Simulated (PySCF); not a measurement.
# F6P4 ((PF2)3P): the cost of one run

Computed with PySCF 2.14.0, with density-fitted response routines of our own, on a single molecule, in the gas phase or a continuum. Atoms are numbered from 0 throughout.

## (1) The starting structure

10 atoms, charge 0, multiplicity 1; geometry from: GFN2-xTB. The atoms were then displaced at random by about 0.01 Å, so the start is not that level's minimum.

Bonds of the start (Å): F0–P1 1.59, P1–F2 1.61, P1–P3 2.21, P3–P4 2.21, P4–F5 1.60, P4–F6 1.62, P3–P7 2.19, P7–F8 1.59, P7–F9 1.59.

## (2) Optimising the geometry at PBE0-D3(BJ)/def2-SVP

Job settings and geometry (Å):

```
{"job": {"xc": "PBE0", "basis": "def2-SVP", "d3": "d3bj", "grid": 1, "shake": 0.01, "kind": "geom"}, "charge": 0, "multiplicity": 1}
F     -2.354080     1.209870    -0.064170
P     -0.795580     1.524110    -0.083040
F     -0.856230     2.336310    -1.472510
P     -0.113330    -0.438750    -0.847300
P     -0.676380    -1.004940     1.215810
F     -2.016560    -1.825900     0.933930
F      0.266040    -2.312560     1.328890
P      1.719760     0.183650     0.183210
F      2.187520     1.273660    -0.875730
F      2.689270    -0.966390    -0.340150
```

On the command line:

```bash
$ OMP_NUM_THREADS=1 python probes_run.py task.json out
```

The driver reads the jobs from task.json and runs them one after another.

**Question.** How long does this first job take on 1 thread of Intel Xeon Platinum 8259CL at 2.50GHz, shared host, and how much memory does it need?

About 3.2 min, with a peak of 0.73 GiB.
